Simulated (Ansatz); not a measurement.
Task: a band structure of ZrTi, space group P4/mmm, with Ansatz 0.2.0, Python API. Give the script and its output. Use: LDA, PAW, cutoff 550 eV, 8×8×6 k-points, Fermi-Dirac smearing of 0.15 eV.

Contents of `POSCAR`:
```text
ZrTi
1.0
   3.11193500    0.00000000    0.00000000
   0.00000000    3.11193500    0.00000000
   0.00000000    0.00000000    4.19776500
Zr Ti
1 1
Direct
   0.50000000    0.50000000    0.50000000
   0.00000000    0.00000000    0.00000000
```

The script, `bands_zrti.py`:
```python
'''Bands of ZrTi along a path through the zone.'''

import ansatz as az
from ase.io import read
import numpy as np


def main() -> None:
    atoms = read('POSCAR', format='vasp')
    crystal = az.Crystal.from_ase(atoms)

    # high-symmetry points in fractions of the reciprocal vectors
    path = [
        ('G', (0.0, 0.0, 0.0)),
        ('X', (0.0, 0.5, 0.0)),
        ('M', (0.5, 0.5, 0.0)),
        ('G', (0.0, 0.0, 0.0)),
        ('Z', (0.0, 0.0, 0.5)),
    ]
    model = (
        crystal.calculation()
        .functional(az.Functional.LDA)
        .pseudopotentials('paw')
        .basis(550)
        .kpoints(spacing=0.26)
        .occupations('fermi_dirac', width=0.15)
        .scf(tolerance=1e-08)
        .band_structure([point for _, point in path], intervals=10)
        .scf(extra_bands=6)
    )
    history = []
    done = model.session().plan().execute(on_event=lambda event: history.append(event['data']['dr2_ev']) if event['event'] == 'scf_iter' else None)
    summary = done.report
    print('density residual by iteration (eV):', ' '.join(f'{value:.1e}' for value in history[:40]))

    n_atoms = len(summary['lattice']['sites'])
    print('F =', round(summary['free_energy_ev'], 4), 'eV for', n_atoms, 'atoms')
    print('E(sigma -> 0) =', round(summary['energy_sigma0_ev'], 4), 'eV, TS =', round(summary['entropy_ts_ev'], 5), 'eV')
    print('closed by', summary['closed_by'], 'after', summary['n_iterations'], 'iterations')

    print('doubts on the final state:', summary['published_state_doubts'] or 'none')
    print('warnings:', sorted({n['data']['kind'] for n in done.notices if n['data'].get('severity') in ('warning', 'doubt')}) or 'none')

    used = summary['setup']
    print('cutoffs (eV):', used['ecut_ev'], used['ecutrho_ev'], ' FFT grid:', used['fft_dense'])
    print('cell volume {:.3f} A^3, {} symmetry operations'.format(used['cell_volume_ang3'], used['n_sym_ops']))

    bands = done.band_structure()
    fermi = bands.fermi_energy_ev
    print(f'zero of the bands: {fermi:.3f} eV, the Fermi level found on the SCF mesh')
    for spin, channel in enumerate(bands.channels):
        levels = channel.eigenvalues_ev - fermi
        crossing = [b for b in range(levels.shape[1]) if levels[:, b].min() < 0 < levels[:, b].max()]
        print(f'channel {spin}: bands that cross the Fermi level on this path:', [b + 1 for b in crossing] or 'none')
        shown = crossing or sorted(np.argsort(np.abs(levels).min(axis=0))[:2])
        for k, row in zip(bands.kpoints_frac, levels[:, shown]):
            print(f'{k[0]:7.3f} {k[1]:7.3f} {k[2]:7.3f}  ', ' '.join(f'{e:8.3f}' for e in row))


if __name__ == '__main__':
    main()
```

```console
$ python bands_zrti.py
density residual by iteration (eV): 1.6e-02 1.3e-02 5.1e-04 2.2e-04 1.6e-06 8.8e-08 1.3e-09
F = -6527.6579 eV for 2 atoms
E(sigma -> 0) = -6527.5326 eV, TS = 0.25051 eV
closed by deck_thresholds after 7 iterations
doubts on the final state: none
warnings: none
cutoffs (eV): 550.0 2200.0  FFT grid: [24, 24, 36]
cell volume 40.652 A^3, 16 symmetry operations
zero of the bands: 13.317 eV, the Fermi level found on the SCF mesh
channel 0: bands that cross the Fermi level on this path: [12, 13, 14]
  0.000   0.000   0.000      0.711    0.711    1.135
  0.000   0.050   0.000      0.679    0.730    1.158
  0.000   0.100   0.000      0.588    0.785    1.222
  0.000   0.150   0.000      0.450    0.875    1.301
  0.000   0.200   0.000      0.284    0.996    1.349
  0.000   0.250   0.000      0.107    1.079    1.143
  0.000   0.300   0.000     -0.066    0.688    1.161
  0.000   0.350   0.000     -0.220    0.383    0.916
  0.000   0.400   0.000     -0.343    0.168    0.605
  0.000   0.450   0.000     -0.424    0.041    0.251
  0.000   0.500   0.000     -0.171   -0.084   -0.000
  0.050   0.500   0.000     -0.182   -0.135   -0.063
  0.100   0.500   0.000     -0.237   -0.224   -0.174
  0.150   0.500   0.000     -0.487   -0.214   -0.066
  0.200   0.500   0.000     -0.773   -0.029    0.206
  0.250   0.500   0.000     -1.063    0.312    0.634
  0.300   0.500   0.000     -1.331    0.759    1.156
  0.350   0.500   0.000     -1.556    1.273    1.698
  0.400   0.500   0.000     -1.726    1.815    2.185
  0.450   0.500   0.000     -1.832    2.338    2.540
  0.500   0.500   0.000     -1.867    2.675    2.675
  0.450   0.450   0.000     -1.797    2.170    2.365
  0.400   0.400   0.000     -1.590    1.477    1.726
  0.350   0.350   0.000     -1.249    0.789    1.139
  0.300   0.300   0.000     -0.784    0.133    0.864
  0.250   0.250   0.000     -0.470   -0.206    0.952
  0.200   0.200   0.000     -0.343    0.466    1.256
  0.150   0.150   0.000      0.054    1.077    1.433
  0.100   0.100   0.000      0.396    0.929    1.329
  0.050   0.050   0.000      0.629    0.767    1.183
  0.000   0.000   0.000      0.711    0.711    1.135
  0.000   0.000   0.050      0.724    0.724    1.107
  0.000   0.000   0.100      0.760    0.760    1.024
  0.000   0.000   0.150      0.820    0.820    0.893
  0.000   0.000   0.200      0.721    0.903    0.903
  0.000   0.000   0.250      0.517    1.007    1.007
  0.000   0.000   0.300      0.292    1.129    1.129
  0.000   0.000   0.350      0.055    1.264    1.264
  0.000   0.000   0.400     -0.181    1.153    1.398
  0.000   0.000   0.450     -0.396    1.086    1.506
  0.000   0.000   0.500     -0.510    1.070    1.550
```

Reading the output:
- Total energies depend on the potentials; only differences at equal settings carry meaning. A total without «per atom» is that of the cell as typed.
- The computed bands are complete only to about 2.7 eV above the Fermi level.
- For a metal this k-point mesh is coarse: on a finer one energies can move by several to tens of meV an atom and pressures by half a GPa or more, differences at one mesh by less.
- The structure comes from a database of computed cells and needn't be a stable or known phase.
- Gaps and levels are Kohn-Sham values on a finite set of k-points, without spin-orbit coupling.
- The whole script took 4.7 s on 1 thread of Arm Neoverse V1, with other jobs on the host, peak memory 0.46 GiB.

(Lines on the test bed's own set-up are left out of the output.)
